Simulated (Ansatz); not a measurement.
# ClGeH6OSbSi: the cost of one run

Method: RKS PBE-D4/def2-SVP, in Ansatz 0.2.0.

**1. Starting point**

Bond lengths: O1–Si2 1.697 Å, Si2–Sb3 2.521 Å, Sb3–Ge4 2.490 Å, Ge4–Cl5 2.182 Å, O1–H6 1.049 Å, Si2–H7 1.464 Å, Si2–H8 1.509 Å, Sb3–H9 1.795 Å, Ge4–H10 1.558 Å, Ge4–H11 1.613 Å. Angles (14 of 16 angles, heavy atoms first): O1–Si2–Sb3 108.6°, Si2–Sb3–Ge4 92.5°, Sb3–Ge4–Cl5 111.3°, O1–Si2–H7 112.8°, O1–Si2–H8 109.1°, Sb3–Si2–H7 109.2°, Sb3–Si2–H8 109.7°, Si2–O1–H6 102.7°, Si2–Sb3–H9 90.4°, Ge4–Sb3–H9 93.5°, Sb3–Ge4–H10 112.2°, Sb3–Ge4–H11 111.5°, Cl5–Ge4–H10 108.3°, Cl5–Ge4–H11 107.5°.

As a file:

```xyz
11

O    -0.0183    0.8111    1.8910
Si    1.1261    1.1586    0.6865
Sb    1.4161   -0.8865   -0.7580
Ge   -1.0344   -1.0898   -1.1495
Cl   -1.8130    0.6438   -2.2222
H    -0.9279    1.0158    1.4105
H     0.7368    2.2905   -0.1558
H     2.4395    1.5098    1.3412
H     1.3832   -1.9345    0.6990
H    -1.3960   -2.3698   -1.9615
H    -1.8466   -1.2059    0.2394
```

**2. End point A**

The input, input.yaml:

```yaml
crystal:
  periodic: [false, false, false]
  atoms:
    - { symbol: O, position_ang: [-0.0183, 0.8111, 1.891] }
    - { symbol: Si, position_ang: [1.1261, 1.1586, 0.6865] }
    - { symbol: Sb, position_ang: [1.4161, -0.8865, -0.758] }
    - { symbol: Ge, position_ang: [-1.0344, -1.0898, -1.1495] }
    - { symbol: Cl, position_ang: [-1.813, 0.6438, -2.2222] }
    - { symbol: H, position_ang: [-0.9279, 1.0158, 1.4105] }
    - { symbol: H, position_ang: [0.7368, 2.2905, -0.1558] }
    - { symbol: H, position_ang: [2.4395, 1.5098, 1.3412] }
    - { symbol: H, position_ang: [1.3832, -1.9345, 0.699] }
    - { symbol: H, position_ang: [-1.396, -2.3698, -1.9615] }
    - { symbol: H, position_ang: [-1.8466, -1.2059, 0.2394] }
basis:
  gaussian: { orbitals: def2-SVP }
hamiltonian:
  xc: pbe
  dispersion: d4
relax:
  f_tol: 0.015
  max_steps: 40
```

Launch:

```
$ ansatz run input.yaml --threads 2 --pin off --max-ram 3072MiB --backend cpu --events-out ev --progress --plain --runs-dir out
```

**Question.** How long does this run take on 2 threads of Arm Neoverse V1, shared host, and how much memory does it need?

About 77 s, with a peak of 0.21 GiB.
